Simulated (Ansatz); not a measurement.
**GaH2F: small, medium and large basis sets**

One table from this session's results is given with a row withheld; the runs are named, their logs left out.

Method: one geometry, several basis sets; program: Ansatz 0.2.0, Gaussian basis.

Plan: PBE0-D4/def2-SVP; ωB97M-V/def2-SVP; PBE0-D4/def2-QZVPP; ωB97M-V/def2-QZVPP; the functionals' def2-TZVPP values are taken from earlier runs.

### The relaxed structure

All runs share one geometry, relaxed beforehand with PBE0-D4 in a triple-zeta def2 set.

4 atoms, charge 0, spin multiplicity 1.

Atoms are counted from 1 here; the program's logs count them from 0.

Bond lengths: F1–Ga2 1.759 Å, Ga2–H3 1.555 Å, Ga2–H4 1.555 Å. Angles: F1–Ga2–H3 113.8°, F1–Ga2–H4 113.8°, H3–Ga2–H4 132.4°.

The first run:

Input file in.yaml:

```yaml
crystal:
  periodic: [false, false, false]
  atoms:
    - {symbol: F, position_ang: [-0.553530, -0.498969, 1.447833]}
    - {symbol: Ga, position_ang: [0.057633, 0.022135, -0.117026]}
    - {symbol: H, position_ang: [-0.881866, -0.328007, -1.306160]}
    - {symbol: H, position_ang: [1.433263, 0.744441, -0.044847]}
basis:
  gaussian: {orbitals: def2-SVP}
hamiltonian: {xc: pbe0, dispersion: d4}
output: {orbitals: {seedname: orbitals}}
```

On the command line:

```sh
$ ansatz run in.yaml --threads 2 --pin off --events-out ev --progress --plain --max-ram 32768MiB --backend cpu
```

Among the steps run: PBE0-D4 in def2-SVP; ωB97M-V in def2-SVP; PBE0-D4 in def2-QZVPP; ωB97M-V in def2-QZVPP.

One of the session's tables, all rows but one given; the rest of the session is left out.

It belongs to the step «Density functionals: the series». 

| functional | basis | HOMO (eV) | LUMO (eV) |
| --- | --- | --- | --- |
| PBE0-D4 | def2-SVP | -8.87 | -1.53 |
| PBE0-D4 | def2-TZVPP | -8.97 | -1.63 |
| PBE0-D4 | def2-QZVPP | -8.99 | -1.67 |
| ωB97M-V | def2-SVP | -11.07 | 0.23 |
| ωB97M-V | def2-TZVPP | -11.21 | 0.08 |
| ωB97M-V | def2-QZVPP | ? | ? |

**Question.** Estimate the row for ωB97M-V, def2-QZVPP.

As computed: HOMO (eV): -11.24; LUMO (eV): -0.11. In the column «HOMO (eV)» it is the lowest.
